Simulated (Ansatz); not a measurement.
# CH3F2In: a ladder of functionals and wavefunction methods

How much do the methods differ for CH3F2In? The plan is to run it at one geometry with functionals of several rungs and with coupled cluster, and see how far each lands from CCSD(T) at the basis-set limit for the atomisation energy.

Method: functionals in def2-TZVPP, the program's frozen cores in correlated methods; program: Ansatz 0.2.0, Gaussian basis.

Levels to be run: LDA (SPW92), PBE-D4, revPBE-D4, BLYP-D4, r2SCAN-D4, B97M-V, PBE0-D4, B3LYP-D4, r2SCANh-D4, r2SCAN0-D4, HSE06-D4, BHLYP-D4, CAM-B3LYP-D4, LC-ωPBE, ωB97X-V, ωB97M-V, B2PLYP, PBE-QIDH; CCSD(T)/def2-SVP; CCSD(T)/def2-TZVPP; MP2/def2-QZVPP; extrapolation to the limit; RPA on PBE.

## Step 1: The relaxed structure

An earlier PBE0-D4 in a triple-zeta def2 set relaxation fixed the geometry. In takes the def2 core potential; no spin-orbit term is included.

SMILES `F[CH](F)[InH2]`, 7 atoms, charge 0, spin multiplicity 1.

Atoms are counted from 1 here; the program's logs count them from 0.

Bond lengths: F1–C2 1.371 Å, C2–F3 1.371 Å, C2–In4 2.215 Å, C2–H5 1.095 Å, In4–H6 1.723 Å, In4–H7 1.718 Å. Angles: F1–C2–F3 107.0°, F1–C2–In4 109.5°, F1–C2–H5 106.7°, F3–C2–In4 109.5°, F3–C2–H5 106.6°, In4–C2–H5 117.1°, C2–In4–H6 118.8°, C2–In4–H7 116.9°, H6–In4–H7 124.3°.

## Step 2: LDA

This LDA is Slater exchange with PW92 correlation.

Contents of in.yaml:

```yaml
crystal:
  periodic: [false, false, false]
  atoms:
    - {symbol: F, position_ang: [0.091267, -1.779396, 0.691588]}
    - {symbol: C, position_ang: [0.570940, -0.496628, 0.620479]}
    - {symbol: F, position_ang: [1.824522, -0.568250, 0.069141]}
    - {symbol: In, position_ang: [-0.745252, 0.711803, -0.688685]}
    - {symbol: H, position_ang: [0.701165, -0.152507, 1.652313]}
    - {symbol: H, position_ang: [-1.504625, 2.114511, -0.036992]}
    - {symbol: H, position_ang: [-0.938026, 0.170477, -2.307834]}
basis:
  gaussian: {orbitals: def2-TZVPP}
hamiltonian: {xc: lda}
output: {orbitals: {seedname: orbitals}}
```

Command:

```sh
> ansatz run in.yaml --threads 2 --pin off --events-out ev --progress --plain --max-ram 4352MiB
```

Further steps of the session: PBE-D4 (GGA); revPBE-D4 (GGA); BLYP-D4 (GGA); r2SCAN-D4 (meta-GGA); B97M-V (meta-GGA); B3LYP-D4 (hybrid); r2SCANh-D4 (hybrid); r2SCAN0-D4 (hybrid); HSE06-D4 (hybrid); BHLYP-D4 (hybrid); CAM-B3LYP-D4 (range-separated); LC-ωPBE (range-separated); ωB97X-V (range-separated); ωB97M-V (range-separated); B2PLYP (double hybrid); PBE-QIDH (double hybrid); CCSD(T) in def2-SVP; CCSD(T) in def2-TZVPP; MP2 in def2-QZVPP; RPA on PBE orbitals.

Before running them: what should the planned runs give, taken together? Wanted: atomisation energy, CCSD(T)/CBS; farthest beyond LDA; mean size of error, GGA; mean size of error, meta-GGA; mean size of error, hybrid; mean size of error, range-separated; mean size of error, double hybrid; gap, smallest and largest; T1 diagnostic.

**Answer**, as computed:

| quantity | value |
| --- | --- |
| atomisation energy, CCSD(T)/CBS | 2042.1 kJ/mol |
| functionals within 20.4 kJ/mol (1.0 %) | revPBE-D4, BLYP-D4, r2SCAN-D4, B97M-V, PBE0-D4, r2SCANh-D4, HSE06-D4, CAM-B3LYP-D4, LC-ωPBE, ωB97X-V, ωB97M-V |
| farthest beyond LDA | BHLYP-D4 (-109.8 kJ/mol) |
| mean size of error, GGA | 27.6 kJ/mol |
| mean size of error, meta-GGA | 5.8 kJ/mol |
| mean size of error, hybrid | 37.3 kJ/mol |
| mean size of error, range-separated | 14.2 kJ/mol |
| mean size of error, double hybrid | 36.5 kJ/mol |
| gap, smallest and largest | 3.16 eV (LDA (SPW92)), 9.95 eV (LC-ωPBE) |
| T1 diagnostic | 0.0140 |
| triples share of the correlation energy | 3.0 % |

What this shows: LDA overbinds by 393.5 kJ/mol (19 %). PBE-D4 is off by +53.4 kJ/mol. Double hybrids carry the basis error of their MP2 part in triple zeta, and no dispersion term here, so their miss is partly the set-up's. The rungs meta-GGA, range-separated miss on average by less than the doubt on the reference (20.4 kJ/mol), so they tie. Misses under about 20.4 kJ/mol are within the doubt on the reference itself, which lacks core-valence correlation, spin-orbit coupling and higher excitations, and its outer-core shells are covered unevenly. All levels share the lack of spin-orbit coupling, which lowers the free heavy atoms and so the true binding. Hartree-Fock recovers 68 % of the binding; the rest is correlation. CCSD(T) in def2-SVP is off by -130.8 kJ/mol, more than most functionals: a good method in a small basis is no reference. The gap grows from 3.2 to 10.0 eV across the functionals, mostly with the share of exact exchange. Correlated methods include outer-core shells of In, which these sets cover unevenly.
